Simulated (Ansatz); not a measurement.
# SiGe− (sextet): from Hartree-Fock to the top rungs, aug-cc-pVDZ

One table from this session's results is given with a row withheld; the runs are named, their logs left out.

Method: aug-cc-pVDZ, core rule «outside noble gas», up to 19 orbitals frozen; program: Ansatz 0.2.0, Gaussian basis.

Plan: UHF; CCSD(T) on ROHF; CCSD(T) on UHF; BCCD(T) on ROHF; CISD; CCSDT(Q) on ROHF; CCSDT(Q) on UHF; CASSCF and MRCISD+Q, 9 electrons in 8 orbitals; CASSCF and NEVPT2, 9 electrons in 8 orbitals.

24 further runs of the same task are left out: 19 that didn't finish, 5 set aside as unsound or not needed.

### The geometry

The geometry is a PBE0/def2-TZVPD stationary point (not a proven minimum) of the parent state, kept for this charge and spin. No spin-orbit coupling is included. The filled d shell of Ge may be among the frozen orbitals whatever the setting's name suggests; the logs give the count.

2 atoms, charge -1, spin multiplicity 6.

Atoms are counted from 1 here; the program's logs count them from 0.

Bond lengths: Si1–Ge2 2.463 Å.

Set-up of the first run:

File in.yaml:

```yaml
crystal:
  periodic: [false, false, false]
  atoms:
    - {symbol: Si, position_ang: [0.000000, 0.000000, 0.000000]}
    - {symbol: Ge, position_ang: [0.000000, 0.000000, 2.463500]}
basis:
  gaussian: {orbitals: aug-cc-pVDZ}
total_charge: -1
magnetization: {spin_polarized: true, initial_magnetization: 5}
hamiltonian: {xc: hf}
output: {orbitals: {seedname: orbitals}}
```

The run is started by

```bash
> ansatz run in.yaml --threads 1 --pin off --events-out ev --progress --plain --max-ram 2393MiB
```

Steps of the session up to this table: UHF; CCSD(T) on ROHF; CCSD(T) on UHF; BCCD(T) on ROHF; CISD; CCSDT(Q) on ROHF; CCSDT(Q) on UHF; CASSCF and MRCISD+Q, 9 electrons in 8 orbitals; CASSCF and NEVPT2, 9 electrons in 8 orbitals.

One table of the session follows, with a row left open; its other results are not shown here.

It belongs to the step «Misses and costs». 

| method | from UCCSDT(Q) (kJ/mol) |
| --- | --- |
| ROHF | +416.2 |
| UHF | +409.7 |
| RMP2 | +92.3 |
| UMP2 | +93.2 |
| CISD | +37.6 |
| RCCSD | ? |
| UCCSD | +19.2 |
| RCCSD(T) | +5.3 |
| UCCSD(T) | +4.2 |
| BCCD(T) | +5.3 |
| RCCSDT | +2.2 |
| UCCSDT | +1.1 |
| RCCSDT(Q) | +1.1 |
| UCCSDT(Q) | 0 |
| CASSCF valence | +373.0 |
| NEVPT2 valence | +91.7 |
| MRCISD valence | +38.8 |
| MRCISD+Q valence | +1.9 |

Q: Estimate the row for RCCSD from the others.

As computed: from UCCSDT(Q) (kJ/mol): +20.5. In the column «from UCCSDT(Q) (kJ/mol)» it lies between UCCSD (+19.2) and CISD (+37.6).

Caveats from the session: Restricted and unrestricted rows rest on different reference determinants; where their highest levels disagree by more than a few hundredths of an eV, they describe different states and don't form one ladder.
